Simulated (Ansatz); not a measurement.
# CH6SeSn: the cost of one run

Computed with Ansatz 0.2.0, driven from Python. Level of theory: B3LYP/def2-SVP.

**1. The system**

Bond lengths: C1–Sn2 2.088 Å, Sn2–Se3 2.534 Å, C1–H4 1.159 Å, C1–H5 1.146 Å, C1–H6 1.135 Å, Sn2–H7 1.724 Å, Sn2–H8 1.784 Å, Se3–H9 1.517 Å. Angles: C1–Sn2–Se3 108.9°, C1–Sn2–H7 110.8°, C1–Sn2–H8 107.8°, Se3–Sn2–H7 109.1°, Se3–Sn2–H8 109.9°, H7–Sn2–H8 110.3°, Sn2–C1–H4 112.2°, Sn2–C1–H5 110.7°, Sn2–C1–H6 112.8°, H4–C1–H5 109.6°, H4–C1–H6 107.5°, H5–C1–H6 103.7°, Sn2–Se3–H9 93.3°.

The script holds or builds the structure itself.

**2. The script**

Contents of ch6sesn.py:

```python
"""Dipole of CH6SeSn in the field of point charges."""

import ansatz as az
from ase import Atoms
import numpy as np

config = {
    "basis": "def2-SVP",
    "xc": "b3lyp",
}


def main() -> None:
    atoms = Atoms(["C", "Sn", "Se", "H", "H", "H", "H", "H", "H"], positions=[
        (-0.1464, 1.092, -0.701),
        (0.3127, -0.8769, -0.1776),
        (0.5905, -1.0127, 2.3377),
        (0.6952, 1.8313, -0.4044),
        (-1.1339, 1.4193, -0.2195),
        (-0.3342, 1.2185, -1.8127),
        (-0.9455, -1.9492, -0.6655),
        (1.8442, -1.3134, -0.9823),
        (-0.7942, -0.4551, 2.6081),
    ])
    ch6sesn = az.Crystal.molecule_from_ase(atoms)

    job = ch6sesn.calculation()
    job = job.basis(gaussian=config["basis"])
    job = job.functional(config["xc"]).forces()
    # charges +q and -q at -R and +R make a nearly even field 2 k q / R^2 at the centre
    centre = np.mean([site.position_ang for site in ch6sesn.cartesian_sites], axis=0)
    field = 2 * 14.399645 * 4.0 / 40.0 ** 2


    def dipole(axis, sign):
        arm = 40.0 * np.eye(3)[axis]
        pair = [{"charge": sign * 4.0, "position_ang": (centre - arm).tolist()}, {"charge": -sign * 4.0, "position_ang": (centre + arm).tolist()}]
        deck = job.input().set(az.key.basis.gaussian.point_charges, pair)
        return np.array(az.Session.from_dict(deck).plan().execute().report["charge_distribution"]["dipole_moment_e_ang"])


    print(f"field {field:.4f} V/A")
    alpha = np.array([(dipole(axis, 1) - dipole(axis, -1)) / (2 * field) * 14.399645 for axis in range(3)])
    print("polarisability tensor (A^3)")
    print(np.array2string(alpha, precision=3, suppress_small=True))
    print(f"mean {np.trace(alpha) / 3:.3f} A^3 = {np.trace(alpha) / 3 / 0.14818471:.2f} bohr^3")


if __name__ == "__main__":
    main()
```

**3. The calls as engine input**

The engine receives this input (first run):

```yaml
crystal:
  periodic: [false, false, false]
  atoms:
    - { symbol: C, position_ang: [-0.1464, 1.092, -0.701] }
    - { symbol: Sn, position_ang: [0.3127, -0.8769, -0.1776] }
    - { symbol: Se, position_ang: [0.5905, -1.0127, 2.3377] }
    - { symbol: H, position_ang: [0.6952, 1.8313, -0.4044] }
    - { symbol: H, position_ang: [-1.1339, 1.4193, -0.2195] }
    - { symbol: H, position_ang: [-0.3342, 1.2185, -1.8127] }
    - { symbol: H, position_ang: [-0.9455, -1.9492, -0.6655] }
    - { symbol: H, position_ang: [1.8442, -1.3134, -0.9823] }
    - { symbol: H, position_ang: [-0.7942, -0.4551, 2.6081] }
basis:
  gaussian:
    orbitals: def2-SVP
    point_charges:
      - { charge: 4.0, position_ang: [-39.99017777777778, -0.005133333333333329, -0.0019111111111111473] }
      - { charge: -4.0, position_ang: [40.00982222222222, -0.005133333333333329, -0.0019111111111111473] }
hamiltonian:
  xc: b3lyp
output:
  forces: true
```

**4. Running it**

Run with:

```
$ python ch6sesn.py
```

Q: Estimate wall time and peak memory on 1 thread of Arm Neoverse V1, shared host.

About 33 s, with a peak of 0.3 GiB.
